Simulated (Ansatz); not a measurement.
# CuPtSO (element-swapped structure): how the settings move a single-point run

Method: reference: DFT r2SCAN, plane waves, PAW, scalar-relativistic, collinear spin, in Ansatz 0.2.0.

### 1 The system as given

The structure is tetragonal, space group P4/nmm (No. 129). The conventional cell has a = 3.584 Å, b = 3.584 Å, c = 7.706 Å, α = 90.00°, β = 90.00°, γ = 90.00°. Pt (site symmetry 4mm) has 4 O at 2.11 Å as nearest neighbours. Around Cu (site symmetry -4m2) lie 4 S at 2.20 Å. O (site symmetry -4m2) is surrounded by 4 Pt at 2.11 Å. S (site symmetry 4mm) is surrounded by 4 Cu at 2.20 Å.

Coordinates:

```cif
data_structure
_symmetry_space_group_name_H-M 'P4/nmm:1'
_symmetry_Int_Tables_number 129
_cell_length_a 3.5839
_cell_length_b 3.5839
_cell_length_c 7.7064
_cell_angle_alpha 90.000
_cell_angle_beta 90.000
_cell_angle_gamma 90.000
_cell_volume 98.98
loop_
_atom_site_label
_atom_site_type_symbol
_atom_site_symmetry_multiplicity
_atom_site_Wyckoff_symbol
_atom_site_fract_x
_atom_site_fract_y
_atom_site_fract_z
_atom_site_occupancy
Pt1 Pt 2 c 0.50000 0.00000 0.14440 1
Cu1 Cu 2 b 0.50000 0.50000 0.50000 1
O1 O 2 a 0.50000 0.50000 0.00000 1
S1 S 2 c 0.50000 0.00000 0.66600 1
```

### 2 Baseline

input.yaml reads:

```yaml
crystal:
  lattice:
    - [3.58390069, 0.0, 0.0]
    - [0.0, 3.58390069, 0.0]
    - [0.0, 0.0, 7.70635547]
  atoms:
    - { symbol: Pt, position: [0.25, 0.25, 0.1444] }
    - { symbol: Pt, position: [0.75, 0.75, 0.8556] }
    - { symbol: Cu, position: [0.25, 0.75, 0.5] }
    - { symbol: Cu, position: [0.75, 0.25, 0.5] }
    - { symbol: O, position: [0.25, 0.75, 0.0] }
    - { symbol: O, position: [0.75, 0.25, 0.0] }
    - { symbol: S, position: [0.25, 0.25, 0.666] }
    - { symbol: S, position: [0.75, 0.75, 0.334] }
kpoints:
  mp_grid: { grid: [5, 5, 3], shift: [0, 0, 0] }
magnetization:
  spin_polarized: true
scf:
  occupations: { method: fermi_dirac }
hamiltonian:
  pseudopotentials: { kind: paw }
  xc: r2scan
basis:
  ecutwfc: 500
output:
  forces: true
  stress: true
  eigenvalues: true
```

Launch:

```sh
$ ansatz run input.yaml --threads 1 --pin off --max-ram 2560MiB --backend cpu --events-out ev --progress --plain --runs-dir out
```

What time and memory should one allow on 1 thread of Intel Xeon 6975P-C (Granite Rapids), shared host?

About 20 s, with a peak of 0.75 GiB.
